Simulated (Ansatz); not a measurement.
Write the native input for Ansatz 0.2.0 that does the following.

* Task: work function
* Functional: LDA
* Potentials or basis: all-electron LAPW, scalar-relativistic
* Cutoff: 155 eV (chosen from the basis error)
* Basis error allowed: 0.002 eV/atom
* k mesh: 9 × 9 × 1
* Occupations: fermi-dirac, width 0.05 eV
* Spin: no spin polarisation
* Boundary across the vacuum: open (a slab, not repeated across the vacuum)

Slab: In, a slab with vacuum.

```
In
1.0
     3.33548    0.00000    0.00000
    -1.66774    2.88861    0.00000
     0.00000    0.00000   23.26371
In
4
Direct
  0.66667 0.33333 0.32239
  0.33333 0.66667 0.44080
  0.66667 0.33333 0.55920
  0.33333 0.66667 0.67761
```

These files were run (other wordings do the same):

input.yaml

```yaml
crystal:
  lattice:
    - [3.335484782, 0.0, 0.0]
    - [-1.667742391, 2.8886145552, 0.0]
    - [0.0, 0.0, 23.26371438]
  atoms:
    - { symbol: In, position: [0.66666667, 0.33333334, 0.322390478] }
    - { symbol: In, position: [0.33333333, 0.66666666, 0.440796826] }
    - { symbol: In, position: [0.66666667, 0.33333334, 0.559203174] }
    - { symbol: In, position: [0.33333333, 0.66666666, 0.677609522] }
  periodic: [true, true, false]
kpoints:
  mp_grid: { grid: [9, 9, 1] }
scf:
  occupations: { method: fermi_dirac, width: 0.05 }
hamiltonian:
  xc: lda
  pseudopotentials: { kind: all_electron, lapw: { basis_error: 0.002 } }
output:
  forces: true
  stress: true
  eigenvalues: true
```

Potentials or basis: all-electron LAPW, scalar-relativistic.

Command:

```bash
$ ansatz run input.yaml --threads 4 --pin off --max-ram 14336MiB --backend cpu --events-out ev --progress --plain --runs-dir out
```

Results of the run:

* Largest force: 0.159 eV/Å
* Band gap on the k mesh: none (metal or under the smearing width)
* Work function: 4.04 eV

Run time: 5.7 s on 4 threads of Arm Neoverse V2 (shared host), peak memory 0.5 GiB.
